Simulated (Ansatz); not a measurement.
# TaRu: the cost of one run

Method: DFT LDA, scalar-relativistic, plane waves, PAW, in Ansatz 0.2.0.

2 further runs of the same task are left out: 2 set aside as unsound or not needed.

## (1) Starting point

It takes space group P4/mmm (No. 123, tetragonal). Conventional cell: a = 3.002 Å, b = 3.002 Å, c = 3.367 Å, α = 90.00°, β = 90.00°, γ = 90.00°. Ta (site symmetry 4/mmm) has 8 Ru at 2.71 Å and 4 Ta at 3.00 Å in its first shell of neighbours. Around Ru (site symmetry 4/mmm) lie 8 Ta at 2.71 Å and 4 Ru at 3.00 Å.

As a file:

```
CELL_PARAMETERS angstrom
3.00191 0.00000 0.00000
0.00000 3.00191 0.00000
0.00000 0.00000 3.36697
ATOMIC_POSITIONS crystal
Ta 0.50000 0.50000 0.50000
Ru 0.00000 0.00000 0.00000
```

This cell was relaxed beforehand with the same method: volume 15.17 Å³/atom, gap on the mesh none (metal).

## (2) Tight relaxation for the response runs, with the smearing for a metal

Response functions are second derivatives at a minimum, so forces and stress are first brought close to zero on the mesh and occupations that the response runs use.

The input, input.yaml:

```yaml
crystal:
  lattice:
    - [3.0019129092, 0.0, 0.0]
    - [0.0, 3.0019129092, 0.0]
    - [0.0, 0.0, 3.3669670701]
  atoms:
    - { symbol: Ta, position: [0.5, 0.5, 0.5] }
    - { symbol: Ru, position: [0.0, 0.0, 0.0] }
basis:
  ecutwfc: 420
kpoints:
  mp_grid: { grid: [16, 16, 12] }
hamiltonian:
  xc: lda
scf:
  occupations: { method: fermi_dirac, width: 0.15 }
output:
  forces: true
  stress: true
  eigenvalues: true
  write_density: true
  write_potential: true
  elf: true
  volumetric_format: npy
relax:
  adjacent_minimum: "off"
  f_tol: 0.001
  max_steps: 60
  cell: { stress_tol: 0.01 }
```

On the command line:

```bash
$ ansatz run input.yaml --threads 2 --pin off --max-ram 6144MiB --backend cpu --events-out ev --progress --plain --runs-dir out
```

What time and memory should one allow on 2 threads of Oxide Virtual Turin-like (Zen 5), shared host?

About 18 s, with a peak of 0.53 GiB.
